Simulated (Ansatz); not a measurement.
Predict the output of the script below (Ansatz's Python interface).

Script `bde.py`:
```python
"""Cost of removing each kind of hydrogen from C3H2O2, fragments frozen."""

import ansatz


def single_point(molecule, charge=0, unpaired=0):
    calc = molecule.calculation().basis(gaussian="STO-3G").functional("r2scan").accuracy("medium")
    if charge:
        calc = calc.charge(charge)
    if unpaired:
        calc = calc.spin("collinear", total=unpaired)
    report = calc.run().report
    if report["published_state_doubts"]:
        print("  doubts:", report["published_state_doubts"])
    return report["free_energy_ev"]

def without(molecule, index):
    rest = ansatz.Crystal.molecule()
    for i, site in enumerate(molecule.cartesian_sites):
        if i != index:
            rest = rest.atom(site.symbol, site.position_ang)
    return rest

c3h2o2 = (
    ansatz.Crystal.molecule()
    .atom("C", [-0.6272, 0.2477, 1.7896])
    .atom("C", [-0.3274, 0.0121, 0.662])
    .atom("C", [0.0638, -0.3161, -0.6837])
    .atom("O", [-0.2355, -1.2801, -1.2845])
    .atom("O", [0.9883, 0.5364, -1.2128])
    .atom("H", [-0.9885, 0.5536, 2.7647])
    .atom("H", [1.1877, 0.1784, -2.081])
)

whole = single_point(c3h2o2, 0)
hydrogen = single_point(ansatz.Crystal.molecule().atom("H", (0, 0, 0)), 0, 1)
print(f"E(molecule) = {whole:.5f} eV, E(H) = {hydrogen:.5f} eV")
for index in [5, 6]:
    radical = single_point(without(c3h2o2, index), 0, 1)
    print(f"H{index}: homolysis {23.060548 * (radical + hydrogen - whole):.1f} kcal/mol")
    anion = single_point(without(c3h2o2, index), -1)
    print(f"H{index}: loss of a proton {23.060548 * (anion - whole):.1f} kcal/mol")
```

```console
$ python bde.py
E(molecule) = -7135.62441 eV, E(H) = -12.69301 eV
H5: homolysis 151.0 kcal/mol
H5: loss of a proton 463.0 kcal/mol
H6: homolysis 110.2 kcal/mol
H6: loss of a proton 453.3 kcal/mol
```

Notes:
- These settings explore the input space; basis and method may be short of convergence.
- The geometry is a force-field or estimated start, not a minimum of this method, and the basis set is short of its limit. All parts are taken at fixed geometry, without zero-point energy.
- Anions want diffuse functions, which this basis lacks.
- Finished in 11 s on 1 thread of Arm Neoverse V2, on a shared host, peak memory 0.19 GiB.
